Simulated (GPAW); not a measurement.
# Ta4NiO11 (Cmmm) in GPAW: band structure with r2SCAN

Aim: the band structure of Ta4NiO11 with r2SCAN.

Everything below comes from runs of GPAW 26.7.0. Logs are shortened: lines on timing, memory, paths and dates and some standing lists are left out, and cuts for length are marked. The log counts tension as positive stress, the text compression.

### Step 1. The structure

It takes space group Cmmm (No. 65, orthorhombic). The conventional cell has a = 3.910 Å, b = 29.659 Å, c = 3.886 Å, α = 90.00°, β = 90.00°, γ = 90.00°. Ta (site symmetry m2m) is surrounded by 5 O at 1.91 to 2.02 Å. Around Ta (site symmetry m2m) lie 5 O at 1.91 to 1.99 Å. Around Ni (site symmetry mmm) lie 4 O at 1.88 to 1.95 Å. O (site symmetry m2m) is surrounded by 2 Ta at 1.91 Å. Around O (site symmetry m2m) lie 3 Ta at 2.02 to 2.21 Å. Around O (site symmetry m2m) lie 1 Ni at 1.88 Å and 2 Ta at 1.99 Å. O (site symmetry mmm) has 2 Ni at 1.95 Å and 2 Ta at 2.24 Å as nearest neighbours. O (site symmetry m2m) is surrounded by 2 Ta at 1.95 Å.

The cell was built by a generator and needn't be a form met in nature.

### Step 2. Band structure, r2SCAN, collinear spin, ferromagnetic start

File run.py:

```python
from ase import Atoms
from ase.dft.bandgap import bandgap
from ase.io import write
from ase.units import GPa
from ase.parallel import parprint
from gpaw import GPAW, PW

atoms = Atoms(['Ta', 'Ta', 'Ta', 'Ta', 'Ni', 'O', 'O', 'O', 'O', 'O', 'O', 'O', 'O', 'O', 'O', 'O'],
              cell=[[1.95495, -14.82973, 0.0],
                    [1.95495, 14.82973, 0.0],
                    [0.0, 0.0, 3.8859]],
              scaled_positions=[[0.20437, 0.79563, 0.0],
                                [0.92451, 0.07549, 0.0],
                                [0.07549, 0.92451, 0.0],
                                [0.79563, 0.20437, 0.0],
                                [0.5, 0.5, 0.0],
                                [0.13987, 0.86013, 0.0],
                                [0.72107, 0.27893, 0.0],
                                [0.43645, 0.56355, 0.0],
                                [0.56355, 0.43645, 0.0],
                                [0.0, 0.0, 0.0],
                                [0.86013, 0.13987, 0.0],
                                [0.27893, 0.72107, 0.0],
                                [0.9279, 0.0721, 0.5],
                                [0.0721, 0.9279, 0.5],
                                [0.79436, 0.20564, 0.5],
                                [0.20564, 0.79436, 0.5]],
              pbc=True)
atoms.set_initial_magnetic_moments([0.0, 0.0, 0.0, 0.0, 1.0, 0.0, 0.0, 0.0, 0.0, 0.0, 0.0, 0.0, 0.0, 0.0, 0.0, 0.0])

calc = GPAW(mode=PW(800),
            xc='MGGA_X_R2SCAN+MGGA_C_R2SCAN',
            kpts={'size': (5, 5, 5), 'gamma': True},
            occupations={'name': 'fermi-dirac', 'width': 0.05},
            nbands=112,
            convergence={'density': 1e-05, 'energy': 1e-05},
            maxiter=150,
            txt='gpaw.txt')
atoms.calc = calc
energy = atoms.get_potential_energy()
forces = atoms.get_forces()
stress = atoms.get_stress()
calc.write('gs.gpw')
write('result.traj', atoms)
parprint(f'Energy: {energy:.6f} eV')
parprint('Forces (eV/A):')
parprint(forces.round(4))
parprint('Stress (GPa):', (stress / GPa).round(3))
parprint('Moments:', calc.get_magnetic_moments().round(3))
parprint('Fermi level:', round(calc.get_fermi_level(), 4), 'eV')
parprint(f'Gap: {bandgap(calc)[0]:.4f} eV, direct: {bandgap(calc, direct=True)[0]:.4f} eV')

path = atoms.cell.bandpath('GXSRAZGYX1A1TY,ZT', npoints=60, eps=1e-4)
bs_calc = calc.fixed_density(kpts=path, symmetry='off', nbands=160,
                             convergence={'bands': 'CBM+6.0', 'eigenstates': 1e-6}, txt='bands.txt')
bs = bs_calc.band_structure()
bs.write('bs.json')
parprint(f'Gap on the path: {bandgap(bs_calc)[0]:.4f} eV')
```

Potentials or basis: GPAW PAW data sets (gpaw-data 1.2.1), pw.

The run is started by

```console
OMP_NUM_THREADS=1 mpirun -n 8 gpaw python run.py
```

gpaw.txt:

```text
__  _  _
 | _ |_)|_||  |
 |__||  | ||/\| - 26.7.0

Input parameters:
  mode=PW(ecut=800.0),
  convergence={'density': 1e-05, 'energy': 1e-05},
  kpts=MonkhorstPack(size=(5, 5, 5), gamma=True),
  maxiter=150,
  nbands=112,
  occupations=Occupations(name='fermi-dirac', width=0.05),
  xc=XC(name='MGGA_X_R2SCAN+MGGA_C_R2SCAN')

Diagonalizing LCAO Hamiltonian
Converting LCAO to pw mode

                            O

                         O  Ta
                           O
                         Ta

                        O

                     O

               O    Ni
                   O

               O
                O
            O  Ta
             O
            Ta

Atoms  # Å, Bohr magnetons
|    | symbol |        x |          y |        z |    initial magnetic moments |
|----|--------|----------|------------|----------|-----------------------------|
|  0 |     Ta | 1.954950 |   8.768226 | 0.000000 | ( 0.0000,  0.0000,  0.0000) |
|  1 |     Ta | 1.954950 | -12.590737 | 0.000000 | ( 0.0000,  0.0000,  0.0000) |
|  2 |     Ta | 1.954950 |  12.590737 | 0.000000 | ( 0.0000,  0.0000,  0.0000) |
|  3 |     Ta | 1.954950 |  -8.768226 | 0.000000 | ( 0.0000,  0.0000,  0.0000) |
|  4 |     Ni | 1.954950 |   0.000000 | 0.000000 | ( 0.0000,  0.0000,  1.0000) |
|  5 |      O | 1.954950 |  10.681261 | 0.000000 | ( 0.0000,  0.0000,  0.0000) |
[... 8 lines left out ...]
| 14 |      O | 1.954950 |  -8.730559 | 1.942950 | ( 0.0000,  0.0000,  0.0000) |
| 15 |      O | 1.954950 |   8.730559 | 1.942950 | ( 0.0000,  0.0000,  0.0000) |

Unit cell  # Å
| periodic |        x |          y |        z |   lengths |     angles |
|----------|----------|------------|----------|-----------|------------|
|      yes | 1.954950 | -14.829730 | 0.000000 | 14.958032 |  90.000000 |
|      yes | 1.954950 |  14.829730 | 0.000000 | 14.958032 |  90.000000 |
|      yes | 0.000000 |   0.000000 | 3.885900 |  3.885900 | 164.980412 |

Number of symmetries: 8
Symmetry operations  # r_c * U_cc + t_c -> r_c
|   | kind |            matrix            |
|---|------|------------------------------|
| 0 |  E   |  1, 0, 0,  0, 1, 0,  0, 0, 1 |
| 1 |  σ   |  1, 0, 0,  0, 1, 0,  0, 0,-1 |
| 2 |  σ   |  0, 1, 0,  1, 0, 0,  0, 0, 1 |
| 3 |  C2  |  0, 1, 0,  1, 0, 0,  0, 0,-1 |
| 4 |  σ   |  0,-1, 0, -1, 0, 0,  0, 0, 1 |
| 5 |  C2  |  0,-1, 0, -1, 0, 0,  0, 0,-1 |
| 6 |  C2  | -1, 0, 0,  0,-1, 0,  0, 0, 1 |
| 7 |  i   | -1, 0, 0,  0,-1, 0,  0, 0,-1 |

BZ-sampling:
  Number of BZ points: 125
  Number of IBZ points: 27

  Monkhorst-Pack size: [5, 5, 5]
  Monkhorst-Pack shift: [0, 0, 0]

K-points  # in reciprocal-cell coordinates
|     |                                coordinates |     weight |
|-----|--------------------------------------------|------------|
|   0 | (  0.00000000,   0.00000000,   0.00000000) | 0.00800000 |
|   1 | (  0.00000000,   0.00000000,   0.20000000) | 0.01600000 |
|   2 | (  0.00000000,   0.00000000,   0.40000000) | 0.01600000 |
|   3 | (  0.20000000,  -0.20000000,   0.00000000) | 0.01600000 |
|   4 | (  0.20000000,  -0.20000000,   0.20000000) | 0.03200000 |
|   5 | (  0.20000000,  -0.20000000,   0.40000000) | 0.03200000 |
|   6 | (  0.20000000,   0.00000000,   0.00000000) | 0.03200000 |
|   7 | (  0.20000000,   0.00000000,   0.20000000) | 0.06400000 |
|   8 | (  0.20000000,   0.00000000,   0.40000000) | 0.06400000 |
|   9 | (  0.20000000,   0.20000000,   0.00000000) | 0.01600000 |
| ... |                                            |            |
|  26 | (  0.40000000,   0.40000000,   0.40000000) | 0.03200000 |

Plane wave coefficients: 11624
Cutoff: 800.0 eV

Spin-components: 2 (collinear spins)
Bands:           112
Projectors:      85
Spin-degeneracy: 1
Datatype:        complex128

Parallelization:
  kpt:    8
  domain: 1
  band:   1

Density:
  Valence electrons: 134.0
  Components: 2
  Grid points: [98 98 27]
  Charge: 0.0  # |e|

Potential:
  Grid points: [98 98 27]

species:
  Ta:
    name:    Tantalum
    Z:       73.0
    valence: 13
    core:    60
    charge:  0.0  # [|e|]
    compensation charges:
      type: gauss
      rc: 0.42  # [Å]
      lmax: 2
    cutoffs:
      filter: 2.36  # [Å]
      core: 3.45  # [Å]
    projectors
    | kind |    occ | energy [eV] | rcut [Å] |
    |------|--------|-------------|----------|
    |   5s |  2.000 |     -72.790 |    1.365 |
    |   6s |  2.000 |      -5.429 |    1.365 |
    |   5p |  6.000 |     -39.427 |    1.349 |
    |   6p |  0.000 |      -1.396 |    1.349 |
    |   5d |  3.000 |      -3.603 |    1.307 |
    |    d |        |      23.609 |    1.307 |

    Using partial waves for Ta as LCAO basis

  Ni:
    name:    Nickel
    Z:       28.0
    valence: 16
    core:    12
    charge:  0.0  # [|e|]
    compensation charges:
      type: gauss
      rc: 0.36  # [Å]
      lmax: 2
    cutoffs:
      filter: 2.14  # [Å]
      core: 1.98  # [Å]
    projectors
    | kind |    occ | energy [eV] | rcut [Å] |
    |------|--------|-------------|----------|
    |   4s |  2.000 |      -5.642 |    1.164 |
    |   3p |  6.000 |     -71.394 |    1.207 |
    |   4p |  0.000 |      -1.226 |    1.207 |
    |   3d |  8.000 |      -8.875 |    1.138 |
    |    s |        |      21.570 |    1.164 |
    |    d |        |      18.337 |    1.138 |

    Using partial waves for Ni as LCAO basis

  O:
    name:    Oxygen
    Z:       8.0
    valence: 6
    core:    2
    charge:  0.0  # [|e|]
    compensation charges:
      type: gauss
      rc: 0.21  # [Å]
      lmax: 2
    cutoffs:
      filter: 1.17  # [Å]
      core: 0.83  # [Å]
    projectors
    | kind |    occ | energy [eV] | rcut [Å] |
    |------|--------|-------------|----------|
    |   2s |  2.000 |     -23.961 |    0.688 |
    |   2p |  4.000 |      -9.029 |    0.598 |
    |    s |        |       3.251 |    0.688 |
    |    p |        |      18.182 |    0.598 |
    |    d |        |       0.000 |    0.619 |

    Using partial waves for O as LCAO basis

Reference energy: -1760507.139363  # eV

eigensolver:
  PPCG
  Converge bands: occupied
  niter=2

density mixing:
  MSR1-Mixer
  Pratt-step length: 0.05
  Maximum mixing coefficient: 0.75
  Old densities: 10
  SVD Regularization: 0.005
  Good broyden scale: 1.0
  Trust region scale: 1.0
  Backstep threshold: 4.0
  History deletion threshold: 6.0
  Fourier metric: weight=20.0, sigma=0.015

occupation numbers:
  Fermi-Dirac:
    width: 0.0500  # eV

poisson solver:
  ecut: 6400.0  # eV

xc functional:
  name: MGGA_X_R2SCAN+MGGA_C_R2SCAN with 2 nearest neighbor stencil

convergence criteria:
- Maximum integral of absolute [dens]ity change: 1e-05 electrons / valence electron
- Maximum [total energy] change in last 3 cyles: 1e-05 eV / valence electron
- Maximum integral of absolute [eigenst]ate change: 4e-08 eV^2 / valence electron
maximum number of iterations: 150

SCF iterations
|iter     | |      energy | eigst |  dens |  magmom |
|---------|-|-------------|-------|-------|---------|
|iter:   1| | -281.373533 | +0.54 |       |  +1.0004|
|iter:   2| | -230.357064 | -0.75 | -0.80 |  +0.9790|
|iter:   3| | -225.751390 | +0.05 | -0.84 |  +0.3963|
|iter:   4| | -276.627474 | -0.15 | -0.93 |  +0.7284|
|iter:   5| | -226.262344 | -0.53 | -0.77 |  +0.7013|
|iter:   6| | -219.936077 | -1.46 | -1.13 |  +0.6297|
|iter:   7| | -218.047156 | -1.61 | -1.25 |  +0.4775|
|iter:   8| | -218.607282 | -1.47 | -1.46 |  +0.2685|
|iter:   9| | -219.052868 | -1.66 | -1.62 |  +0.1928|
|iter:  10| | -218.138217 | -2.36 | -1.59 |  +0.2224|
|iter:  11| | -217.618081 | -2.32 | -1.79 |  +0.3212|
|iter:  12| | -217.603454 | -3.02 | -2.21 |  +0.3499|
|iter:  13| | -217.598287 | -3.44 | -2.42 |  +0.3626|
|iter:  14| | -217.590902 | -3.43 | -2.58 |  +0.3872|
|iter:  15| | -217.594444 | -4.00 | -2.80 |  +0.3931|
|iter:  16| | -217.602672 | -3.95 | -2.90 |  +0.4010|
|iter:  17| | -217.607934 | -4.09 | -3.08 |  +0.4044|
|iter:  18| | -217.610773 | -4.29 | -3.20 |  +0.4049|
|iter:  19| | -217.610949 | -4.86 | -3.41 |  +0.4013|
|iter:  20| | -217.610798c| -5.13 | -3.54 |  +0.4017|
|iter:  21| | -217.610857c| -6.04 | -3.95 |  +0.4005|
|iter:  22| | -217.610854c| -6.41 | -4.20 |  +0.4004|
|iter:  23| | -217.610854c| -7.33 | -4.50 |  +0.4002|
|iter:  24| | -217.610858c| -7.50c| -4.78 |  +0.4002|
|iter:  25| | -217.610859c| -7.89c| -5.01c|  +0.4002|

Converged in 25 steps
Energy contributions relative to reference atoms: (reference = -1760507.139363)

Energy contributions:
  Kinetic:         151.752357
  Coulomb:        -173.757960
  Zero:              2.317449
  External:          0.000000
  Xc:             -197.915815
  Entropy:          -0.013779
  Spinorbit:         0.000000
  ----------------------------
  Free energy:    -217.617748
  Extrapolated:   -217.610859

dipole moment: (-10.978447, -0.000000, -140.352291)  # |e|*Ang

Total magnetic moment: (0.000000, 0.000000, 0.400228)

Local magnetic moments
|        x |        y |         z |
|----------|----------|-----------|
| 0.000000 | 0.000000 |  0.000276 |  # Ta   0
| 0.000000 | 0.000000 |  0.000594 |  # Ta   1
| 0.000000 | 0.000000 |  0.000594 |  # Ta   2
| 0.000000 | 0.000000 |  0.000276 |  # Ta   3
| 0.000000 | 0.000000 |  0.370745 |  # Ni   4
| 0.000000 | 0.000000 |  0.000224 |  # O    5
[... 8 lines left out ...]
| 0.000000 | 0.000000 |  0.000012 |  # O   14
| 0.000000 | 0.000000 |  0.000012 |  # O   15

Fermi level: 4.653
Eigenvalues  # (at kpt = [0.000, 0.000, 0.000])
| band index |      eig [eV] | occ [0-1] |      eig [eV] | occ [0-1] |
|------------|---------------|-----------|---------------|-----------|
|          0 |       -66.617 |     1.000 |       -66.617 |     1.000 |
|        ... |               |           |               |           |
|         60 |         2.310 |     1.000 |         2.308 |     1.000 |
|         61 |         2.331 |     1.000 |         2.343 |     1.000 |
|         62 |         2.443 |     1.000 |         2.442 |     1.000 |
|         63 |         2.581 |     1.000 |         2.950 |     1.000 |
|         64 |         2.827 |     1.000 |         3.202 |     1.000 |
|         65 |         3.215 |     1.000 |         3.627 |     1.000 |
|         66 |         3.759 |     1.000 |         3.752 |     1.000 |
|         67 |         4.133 |     1.000 |         5.139 |     0.000 |
|         68 |         5.668 |     0.000 |         5.668 |     0.000 |
|         69 |         5.926 |     0.000 |         5.926 |     0.000 |
|         70 |         5.948 |     0.000 |         5.965 |     0.000 |
|         71 |         6.110 |     0.000 |         6.111 |     0.000 |
|         72 |         6.155 |     0.000 |         6.155 |     0.000 |
|         73 |         6.338 |     0.000 |         6.346 |     0.000 |
|         74 |         7.096 |     0.000 |         7.103 |     0.000 |
|        ... |               |           |               |           |
|        111 |        20.415 |     0.000 |        20.419 |     0.000 |

No gap
No difference between direct/indirect transitions

Forces  # eV/Ang
|        x |        y |       z |
|----------|----------|---------|
|  0.00000 |  0.06935 | 0.00000 |  # Ta   0
|  0.00000 |  0.06776 | 0.00000 |  # Ta   1
|  0.00000 | -0.06776 | 0.00000 |  # Ta   2
|  0.00000 | -0.06935 | 0.00000 |  # Ta   3
|  0.00000 |  0.00000 | 0.00000 |  # Ni   4
|  0.00000 | -0.01000 | 0.00000 |  # O    5
[... 8 lines left out ...]
|  0.00000 |  0.01268 | 0.00000 |  # O   14
| -0.00000 | -0.01268 | 0.00000 |  # O   15

Stress tensor  # eV/Ang^3
|         x |         y |        z |
|-----------|-----------|----------|
|  0.026876 | -0.000000 | 0.000000 |
| -0.000000 |  0.028695 | 0.000000 |
|  0.000000 |  0.000000 | 0.030703 |

# Writing to gs.gpw (mode='')
```

It took 45 min on 8 MPI ranks of AMD EPYC 9R45 (Zen 5), shared host; peak memory 2 GiB.

What came out:

```yaml
Free_energy: -217.6177 eV
Pressure: -4.6 GPa
Largest_force: 0.069 eV/Å
Band_gap_along_the_path: none (metal or under the smearing width)
Net_moment: 0.40 μB per cell
Site_moments: Ta +0.00; Ni +0.37; O +0.00, -0.00, +0.02 μB
```

Forces in eV/Å, atoms in the order of the input:
```
Ta   0.000  0.069  0.000
Ta   0.000  0.068  0.000
Ta   0.000 -0.068  0.000
Ta   0.000 -0.069  0.000
Ni   0.000  0.000  0.000
O    0.000 -0.010  0.000
O    0.000 -0.051  0.000
O    0.000 -0.008  0.000
O    0.000  0.008  0.000
O    0.000  0.000  0.000
O    0.000  0.010  0.000
O    0.000  0.051  0.000
O    0.000 -0.029  0.000
O    0.000  0.029  0.000
O    0.000  0.013  0.000
O    0.000 -0.013  0.000
```

Levels at the corners of the path, in eV from the Fermi level:
Spin up:
| point | band 65 | band 66 | band 67 | band 68 | band 69 | band 70 |
| --- | --- | --- | --- | --- | --- | --- |
| Γ | -1.83 | -1.44 | -0.89 | -0.52 | 1.01 | 1.27 |
| X | -1.49 | -1.20 | -0.82 | 1.23 | 1.36 | 1.59 |
| S | -1.48 | -1.20 | -0.82 | 1.23 | 1.37 | 1.58 |
| R | -1.11 | -0.74 | -0.72 | 1.36 | 2.34 | 2.54 |
| A | -1.11 | -0.74 | -0.72 | 1.36 | 2.35 | 2.53 |
| Z | -1.76 | -1.09 | -0.98 | -0.51 | 2.48 | 2.56 |
| Γ | -1.83 | -1.44 | -0.89 | -0.52 | 1.01 | 1.27 |
| Y | -1.83 | -1.44 | -0.89 | -0.52 | 1.01 | 1.27 |
| X1 | -1.49 | -1.20 | -0.82 | 1.23 | 1.36 | 1.59 |
| A1 | -1.11 | -0.74 | -0.72 | 1.36 | 2.35 | 2.53 |
| T | -1.75 | -1.09 | -0.98 | -0.51 | 2.43 | 2.61 |
| Y | -1.83 | -1.44 | -0.89 | -0.52 | 1.01 | 1.27 |
| Z | -1.76 | -1.09 | -0.98 | -0.51 | 2.48 | 2.56 |
| T | -1.75 | -1.09 | -0.98 | -0.51 | 2.43 | 2.61 |
Spin down:
| point | band 64 | band 65 | band 66 | band 67 | band 68 | band 69 | band 70 | band 71 |
| --- | --- | --- | --- | --- | --- | --- | --- | --- |
| Γ | -1.70 | -1.45 | -1.03 | -0.90 | 0.49 | 1.02 | 1.27 | 1.31 |
| X | -1.37 | -1.21 | -1.05 | 0.06 | 1.36 | 1.60 | 1.65 | 2.28 |
| S | -1.37 | -1.21 | -1.05 | 0.07 | 1.37 | 1.60 | 1.65 | 2.27 |
| R | -1.40 | -0.72 | -0.60 | 0.12 | 1.70 | 2.34 | 2.74 | 3.92 |
| A | -1.40 | -0.72 | -0.60 | 0.11 | 1.69 | 2.35 | 2.73 | 3.93 |
| Z | -1.72 | -1.24 | -1.04 | -0.99 | 0.81 | 2.48 | 2.57 | 4.13 |
| Γ | -1.70 | -1.45 | -1.03 | -0.90 | 0.49 | 1.02 | 1.27 | 1.31 |
| Y | -1.70 | -1.45 | -1.03 | -0.90 | 0.49 | 1.02 | 1.27 | 1.32 |
| X1 | -1.37 | -1.21 | -1.05 | 0.06 | 1.36 | 1.60 | 1.65 | 2.28 |
| A1 | -1.40 | -0.72 | -0.60 | 0.11 | 1.69 | 2.35 | 2.73 | 3.93 |
| T | -1.71 | -1.24 | -1.04 | -0.99 | 0.81 | 2.43 | 2.62 | 4.20 |
| Y | -1.70 | -1.45 | -1.03 | -0.90 | 0.49 | 1.02 | 1.27 | 1.32 |
| Z | -1.72 | -1.24 | -1.04 | -0.99 | 0.81 | 2.48 | 2.57 | 4.13 |
| T | -1.71 | -1.24 | -1.04 | -0.99 | 0.81 | 2.43 | 2.62 | 4.20 |

Caveat: the stock nickel data set gives pressures a few GPa off other programs; the PAW data sets were made with another functional, which shifts forces and pressure a little; spin-orbit coupling is left out, which moves the levels of the heavy elements; a cell with one magnetic atom can't hold antiferromagnetic order, which such compounds often take; semilocal functionals often make such compounds metallic where correlation or magnetic order opens a gap, which also shifts bond lengths; the program warned that so skewed a cell can give wrong results.
